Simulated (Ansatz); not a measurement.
# C₃H₇Ga: small, medium and large basis sets

One table from this session's results is given with a row withheld; the runs are named, their logs left out.

Computed with Ansatz 0.2.0, Gaussian basis. Level: one geometry, several basis sets.

The runs, in order: PBE0-D4/def2-SVP; ωB97M-V/def2-SVP; PBE0-D4/def2-QZVPP; ωB97M-V/def2-QZVPP; the functionals' def2-TZVPP values are taken from earlier runs.

## Structure used throughout

All runs share one geometry, relaxed beforehand with PBE0-D4 in a triple-zeta def2 set.

SMILES `C=C[CH2][GaH2]`, 11 atoms, charge 0, spin multiplicity 1.

Atoms are counted from 1 here; the program's logs count them from 0.

Bond lengths: C1–C2 1.354 Å, C1–H5 1.082 Å, C1–H6 1.085 Å, C2–C3 1.464 Å, C2–H7 1.089 Å, C3–Ga4 2.025 Å, C3–H8 1.087 Å, C3–H9 1.084 Å, Ga4–H10 1.561 Å, Ga4–H11 1.561 Å. Angles: C2–C1–H5 120.9°, C2–C1–H6 121.6°, H5–C1–H6 117.3°, C1–C2–C3 125.1°, C1–C2–H7 117.2°, C3–C2–H7 116.4°, C2–C3–Ga4 80.5°, C2–C3–H8 115.6°, C2–C3–H9 115.2°, Ga4–C3–H8 108.7°, Ga4–C3–H9 119.9°, H8–C3–H9 113.2°, C3–Ga4–H10 119.7°, C3–Ga4–H11 113.9°, H10–Ga4–H11 126.4°.

Set-up of the first run:

Input file in.yaml:

```yaml
crystal:
  periodic: [false, false, false]
  atoms:
    - {symbol: C, position_ang: [-0.642713, 1.292495, -0.177310]}
    - {symbol: C, position_ang: [-0.898632, -0.030427, -0.045515]}
    - {symbol: C, position_ang: [-0.188457, -0.940462, 0.854755]}
    - {symbol: Ga, position_ang: [1.316604, -0.494937, -0.424857]}
    - {symbol: H, position_ang: [-1.110048, 1.873790, -0.961523]}
    - {symbol: H, position_ang: [-0.040573, 1.829978, 0.547984]}
    - {symbol: H, position_ang: [-1.532590, -0.492198, -0.800523]}
    - {symbol: H, position_ang: [0.055882, -0.536045, 1.834074]}
    - {symbol: H, position_ang: [-0.582098, -1.949584, 0.896358]}
    - {symbol: H, position_ang: [1.338740, -1.136905, -1.847838]}
    - {symbol: H, position_ang: [2.349185, 0.527295, 0.145097]}
basis:
  gaussian: {orbitals: def2-SVP}
hamiltonian: {xc: pbe0, dispersion: d4}
output: {orbitals: {seedname: orbitals}}
```

Command:

```
ansatz run in.yaml --threads 4 --pin off --events-out ev --progress --plain --max-ram 10444MiB
```

Among the steps run: PBE0-D4 in def2-SVP; ωB97M-V in def2-SVP; PBE0-D4 in def2-QZVPP; ωB97M-V in def2-QZVPP.

One table of the session follows, with a row left open; its other results are not shown here.

It belongs to the step «Functionals by basis». 

```
functional       basis  HOMO (eV)
   PBE0-D4    def2-SVP      -6.76
   PBE0-D4  def2-TZVPP      -6.77
   PBE0-D4  def2-QZVPP      -6.77
   ωB97M-V    def2-SVP          ?
   ωB97M-V  def2-TZVPP      -8.84
   ωB97M-V  def2-QZVPP      -8.84
```

**Question.** Estimate the row for ωB97M-V, def2-SVP.

The run gave: HOMO (eV): -8.83. In the column «HOMO (eV)» it lies between ωB97M-V, def2-QZVPP (-8.84) and PBE0-D4, def2-TZVPP (-6.77).
